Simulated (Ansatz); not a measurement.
# AlHO + H2: a complex and its separated parts

The complex below is one end of an elementary step. How strongly is it bound against its free parts?

Computed with Ansatz 0.2.0, Gaussian basis. Level: PBE0-D4/def2-TZVP structures, single points in def2-TZVPP, no counterpoise correction.

Levels: SPW92, PBE-D4, BLYP-D4, r2SCAN-D4, B97M-V, PBE0-D4, B3LYP-D4, r2SCAN0-D4, BHLYP-D4, CAM-B3LYP-D4, wB97X-V, wB97M-V, B2PLYP, PBE-QIDH, RPA on PBE, Hartree-Fock, MP2, CCSD, CCSD(T).

Cores are frozen in the correlated methods. B3LYP uses VWN-RPA correlation. B2PLYP carries no dispersion term here.

79 further runs of the same task are left out: 1 that didn't finish, 78 set aside as unsound or not needed.

### Step 1. Where the work starts

The complex: 5 atoms, charge 0, spin multiplicity 1.

Atoms are counted from 1 here; the program's logs count them from 0.

Bond lengths: Al1–O4 1.682 Å, H2–H3 0.748 Å, O4–H5 0.951 Å. Angles: Al1–O4–H5 160.4°.

Geometry (Å):

```xyz
5
charge 0, multiplicity 1
Al   -1.11480   -0.56040    1.94665
H     0.31959   -0.44097   -1.50646
H     0.50203   -0.59653   -2.21456
O    -0.12965    0.43289    1.01343
H     0.42293    1.16511    0.76094
```

Its parts: AlHO holds atoms 1, 4, 5; H2 holds atoms 2, 3. Each part counts its atoms afresh in its own runs.

### Step 2. Relaxing AlHO alone

relax-a/in.yaml reads:

```yaml
crystal:
  periodic: [false, false, false]
  atoms:
    - {symbol: Al, position_ang: [-1.114803, -0.560398, 1.946648]}
    - {symbol: O, position_ang: [-0.129645, 0.432886, 1.013429]}
    - {symbol: H, position_ang: [0.422928, 1.165113, 0.760943]}
basis:
  gaussian: {orbitals: def2-TZVP}
hamiltonian: {xc: pbe0, dispersion: d4}
relax: {f_tol: 0.005, max_steps: 200}
```

Run with:

```
$ ansatz run in.yaml --threads 2 --pin off --events-out ev --progress --plain --max-ram 4352MiB
```

After this run come: Relaxing H2 alone; SPW92/def2-TZVPP; PBE-D4/def2-TZVPP; BLYP-D4/def2-TZVPP; r2SCAN-D4/def2-TZVPP; B97M-V/def2-TZVPP; PBE0-D4/def2-TZVPP; B3LYP-D4/def2-TZVPP; r2SCAN0-D4/def2-TZVPP; BHLYP-D4/def2-TZVPP; CAM-B3LYP-D4/def2-TZVPP; wB97X-V/def2-TZVPP; wB97M-V/def2-TZVPP; B2PLYP/def2-TZVPP; PBE-QIDH/def2-TZVPP; RPA on PBE/def2-TZVPP; CCSD(T)/def2-TZVPP; CCSD(T)/def2-QZVPP; Vibrations of AlHO; Vibrations of H2.

Q: Predict the outcome of this session. Wanted: complex less parts, CCSD(T)/def2-TZVPP; with zero-point energy; largest T1 diagnostic.

**Answer**, as computed:

```
                              quantity           value
complex less parts, CCSD(T)/def2-TZVPP  -0.58 kcal/mol
                with zero-point energy  +0.47 kcal/mol
                 largest T1 diagnostic           0.015
```

**Reading.** At CCSD(T) the complex lies 0.58 kcal/mol below its parts. The functionals run from wB97M-V, off by -0.02 kcal/mol, to SPW92, off by -0.75 kcal/mol, against CCSD(T). By rung, the mean size of the error is: LDA 0.75, GGA 0.27, meta-GGA 0.15, hybrid 0.14, range-separated hybrid 0.08, double hybrid 0.16 kcal/mol. PBE-D4 gives a relative energy 0.41 kcal/mol too low, an error of 70 % of the reference. No counterpoise was applied, and triple zeta lacks some correlation, so the CCSD(T) reference has a basis error of its own, and close matches with it are partly luck.
